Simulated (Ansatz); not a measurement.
Geometry optimisation, DFT PBE-D3(BJ), scalar-relativistic, plane waves, PAW (Ansatz 0.2.0).

Input:

```yaml
crystal:
  lattice:
    - [0.0, 3.57, 3.57]
    - [3.57, 0.0, 3.57]
    - [3.57, 3.57, 0.0]
  atoms:
    - { symbol: C, position: [0.0, 0.0, 0.0] }
    - { symbol: C, position: [0.125, 0.125, 0.125] }
    - { symbol: C, position: [0.0, 0.0, 0.5] }
    - { symbol: C, position: [0.125, 0.125, 0.625] }
    - { symbol: C, position: [0.0, 0.5, 0.0] }
    - { symbol: C, position: [0.125, 0.625, 0.125] }
    - { symbol: C, position: [0.0, 0.5, 0.5] }
    - { symbol: C, position: [0.125, 0.625, 0.625] }
    - { symbol: C, position: [0.5, 0.0, 0.0] }
    - { symbol: C, position: [0.625, 0.125, 0.125] }
    - { symbol: C, position: [0.5, 0.0, 0.5] }
    - { symbol: C, position: [0.625, 0.125, 0.625] }
    - { symbol: C, position: [0.5, 0.5, 0.0] }
    - { symbol: C, position: [0.625, 0.625, 0.125] }
    - { symbol: C, position: [0.5, 0.5, 0.5] }
    - { symbol: C, position: [0.625, 0.625, 0.625] }
    - { symbol: H, position: [0.8095116, 0.5528087, 0.8317991] }
total_charge: 1
basis:
  ecutwfc: 420.0
kpoints:
  mp_grid: { grid: [3, 3, 3] }
hamiltonian:
  xc: pbe
  dispersion: d3bj
scf:
  occupations: { method: gaussian, width: 0.05 }
  lower_state_search: "off"
relax:
  f_tol: 0.03
  max_steps: 60
  adjacent_minimum: "off"
```

Command:

```bash
$ ansatz run input.yaml --threads 1 --pin off --max-ram 3072MiB --backend cpu --events-out ev --progress --plain --runs-dir out
```

Task: Where does it end, and by what steps?

Result: The run converged. Limits of this set-up: charged cell in a uniform background, uncorrected. After 9 steps the energy has fallen by 0.467 eV; H17 moved furthest, 0.42 Å.

```
step  energy less start (eV)  largest force component (eV/Å)  accepted
   0                  0.0000                           2.089       yes
   1                 -0.1908                           0.832       yes
   2                 -0.2304                           0.393       yes
   3                 -0.2442                           0.450       yes
   4                 -0.3080                           0.609       yes
   5                 -0.3836                           1.127       yes
   6                 -0.4070                           0.266       yes
   7                 -0.4538                           0.357       yes
   8                 -0.4662                           0.056       yes
   9                 -0.4666                           0.005       yes
```

```xyz
17
Lattice="0.0000 3.5700 3.5700 3.5700 0.0000 3.5700 3.5700 3.5700 0.0000" Properties=species:S:1:pos:R:3
C -0.009 -0.034 0.002
C 0.869 0.886 0.886
C 1.764 1.779 0.004
C 2.658 2.661 0.893
C 1.701 0.069 1.849
C 2.685 0.855 2.671
C 3.543 1.767 1.781
C 4.406 2.667 2.718
C -0.008 1.762 1.787
C 0.885 2.658 2.668
C 1.767 3.552 1.780
C 2.642 4.455 2.671
C 1.773 1.729 3.525
C 2.745 2.595 4.395
C 3.532 3.578 3.571
C 4.443 4.437 4.462
H 5.247 6.145 4.901
```

Whether the end is a true minimum wasn't checked by a vibrational analysis.

The run took 31 s on 1 thread of Intel(R) Xeon(R) CPU @ 2.60GHz (Ice Lake), on a shared host, peak memory 0.39 GiB.
